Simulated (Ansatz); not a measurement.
# SnNH4F (SMILES [NH2][SnH2][F]) at wB97M-V/def2-SVP (core potential)

What is the vertical ionisation energy of SnNH4F at wB97M-V/def2-SVP (core potential)? 

The calculation is run with Ansatz 0.2.0.

59 further runs of the same task are left out: 1 that didn't finish, 58 set aside as unsound or not needed.

### 1 The system as given

The species is SnNH4F (7 atoms), meant as a singlet with charge 0. As SMILES, `[NH2][SnH2][F]`. The shape is that of a PBE0-D4/def2-TZVP optimisation. This is one conformer, not always the lowest.

Bond lengths: N1–Sn2 1.995 Å, Sn2–F3 1.926 Å, N1–H4 1.008 Å, N1–H5 1.008 Å, Sn2–H6 1.699 Å, Sn2–H7 1.699 Å. Angles: N1–Sn2–F3 105.2°, N1–Sn2–H6 111.6°, N1–Sn2–H7 111.8°, F3–Sn2–H6 103.8°, F3–Sn2–H7 103.8°, Sn2–N1–H4 117.7°, Sn2–N1–H5 117.8°, H6–Sn2–H7 119.0°, H4–N1–H5 110.3°.

### 2 The energy at wB97M-V/def2-SVP (core potential)

Contents of job.yaml:

```yaml
crystal:
  periodic: [false, false, false]
  atoms:
    - {symbol: "N", position_ang: [-0.824600, 0.088300, -0.943000]}
    - {symbol: Sn, position_ang: [0.497700, -0.065100, 0.542900]}
    - {symbol: F, position_ang: [0.233900, -1.827500, 1.272400]}
    - {symbol: H, position_ang: [-1.584200, 0.741400, -0.829600]}
    - {symbol: H, position_ang: [-0.469500, 0.125500, -1.885700]}
    - {symbol: H, position_ang: [0.113100, 0.971100, 1.833800]}
    - {symbol: H, position_ang: [2.094900, -0.101800, -0.036600]}
basis:
  gaussian: {orbitals: def2-SVP}
accuracy: high
hamiltonian: {xc: {name: wB97M-V}}
output: {orbitals: {seedname: orbitals}}
```

Launch:

```console
$ ansatz run job.yaml --threads 1 --pin off --max-ram 3480MiB --events-out events.jsonl --progress --plain --runs-dir runs
```

Standard output:

```text
Warning: RAYON_NUM_THREADS=1 ignored (pool sized by the plan → 1); use --threads N
Functional definition: wB97M-V
  name "wB97M-V"
  parameter omega = 0.3/bohr
  parameter cx = 0.15
  parameter cx01 = 1.007
  parameter cx10 = 0.259
  parameter css00 = 0.443
  parameter css04 = -1.437
  parameter css10 = -4.535
  parameter css20 = -3.390
  parameter css43 = 4.278
  parameter cos00 = 1.000
  parameter cos10 = 1.358
  parameter cos20 = 2.924
  parameter cos21 = -8.812
  parameter cos60 = -1.390
  parameter cos61 = 9.142
  parameter b = 6.0
  parameter c = 0.01
  gx(w, u) = 1 - cx + cx01*u + cx10*w
  gss(w, u) = css00 + css04*u^4 + css10*w + css20*w^2 + css43*w^4*u^3
  gos(w, u) = cos00 + cos10*w + (cos20 + cos21*u)*w^2 + (cos60 + cos61*u)*w^6
  exchange = spin_sum(e_x_unif_sr(omega)*gx(b97_w, b97_u_x)) + cx*exact_x_sr(omega) + exact_x_lr(omega)
  correlation = spin_sum(e_c_pw_mod_same_spin*gss(b97_w, b97_u_same))
      + integral(e_c_pw_mod_opposite_spin*gos(b97_w_opposite, b97_u_opposite)) + vv10(b, c)
1764 factors; integrals over basis functions are off by at most 2.9e-9 eV
330 factors; integrals over basis functions are off by at most 1.6e-9 eV
mean field evaluation 1: about -10091.6832 eV, gradient 5.4e1 eV
mean field evaluation 2: about -10090.3619 eV, gradient 6.2e1 eV
mean field evaluation 4: about -10097.2720 eV, gradient 2.0e0 eV
mean field evaluation 8: about -10097.3431 eV, gradient 7.1e-2 eV
mean field evaluation 16: about -10097.3431 eV, gradient 2.2e-5 eV
mean field -10097.34311294 eV, -371.0705151756 hartree, gradient 2.5e-8 eV, S^2 0.000000; 0 other end points of the search recorded, 0 dependent functions left out
reference -10097.34311792 eV, -371.0705153585 hartree; 21, 21 occupied and 53, 53 virtual orbitals, 1764 factors
Total energy: -10097.34311792 eV, -371.0705153585 hartree
```

Run time: 40 s. Hardware: 1 thread of Intel Xeon Platinum 8488C (Sapphire Rapids), shared host; peak memory 0.5 GiB.

### 3 The doublet cation at the same level

Contents of in.yaml:

```yaml
crystal:
  periodic: [false, false, false]
  atoms:
    - {symbol: "N", position_ang: [-0.824600, 0.088300, -0.943000]}
    - {symbol: Sn, position_ang: [0.497700, -0.065100, 0.542900]}
    - {symbol: F, position_ang: [0.233900, -1.827500, 1.272400]}
    - {symbol: H, position_ang: [-1.584200, 0.741400, -0.829600]}
    - {symbol: H, position_ang: [-0.469500, 0.125500, -1.885700]}
    - {symbol: H, position_ang: [0.113100, 0.971100, 1.833800]}
    - {symbol: H, position_ang: [2.094900, -0.101800, -0.036600]}
basis:
  gaussian:
    orbitals: def2-SVP
total_charge: 1
accuracy: high
hamiltonian:
  xc: {name: wB97M-V}
output:
  orbitals: {seedname: orbitals}
magnetization:
  spin_polarized: true
  initial_magnetization: 1
```

Launch:

```console
$ ansatz run in.yaml --threads 1 --pin off --max-ram 3480MiB --events-out events.jsonl --progress --plain --runs-dir runs
```

Standard output (excerpt; [...] marks lines left out):

```text
Warning: RAYON_NUM_THREADS=1 ignored (pool sized by the plan → 1); use --threads N
[... 2 set-up lines as earlier in the session ...]
[...]
  gx(w, u) = 1 - cx + cx01*u + cx10*w
  gss(w, u) = css00 + css04*u^4 + css10*w + css20*w^2 + css43*w^4*u^3
  gos(w, u) = cos00 + cos10*w + (cos20 + cos21*u)*w^2 + (cos60 + cos61*u)*w^6
[...]
      + integral(e_c_pw_mod_opposite_spin*gos(b97_w_opposite, b97_u_opposite)) + vv10(b, c)
1765 factors; integrals over basis functions are off by at most 2.9e-9 eV
330 factors; integrals over basis functions are off by at most 1.6e-9 eV
[...]
mean field -10087.41468987 eV, -370.7056523575 hartree, gradient 2.0e-8 eV, S^2 0.754033; 0 other end points of the search recorded, 0 dependent functions left out
reference -10087.41469463 eV, -370.7056525323 hartree; 21, 20 occupied and 53, 54 virtual orbitals, 1765 factors
Total energy: -10087.41469463 eV, -370.7056525323 hartree
```

Wall time 59 s (1 thread of Intel Xeon Platinum 8488C (Sapphire Rapids), shared host); peak memory 0.91 GiB.

### 4 What came out

Level: wB97M-V/def2-SVP (core potential).

| quantity | value |
| --- | --- |
| singlet SnNH4F: total energy | -371.07052 Eh |
| singlet SnNH4F: HOMO energy | -9.78 eV |
| singlet SnNH4F: LUMO energy | 1.98 eV |
| singlet SnNH4F: HOMO–LUMO gap | 11.76 eV |
| doublet cation: total energy | -370.70565 Eh |
| doublet cation: HOMO energy (highest over α and β) | -16.73 eV |
| doublet cation: LUMO energy (lowest over α and β) | -10.01 eV |
| doublet cation: ⟨S²⟩ | 0.754 |
| vertical ionisation energy (to the doublet cation) | 9.928 eV |

What this shows: Removing an electron at fixed nuclei costs 9.93 eV (229 kcal/mol). The negative HOMO energy of the first species, 9.78 eV, lies 0.15 eV below that difference.
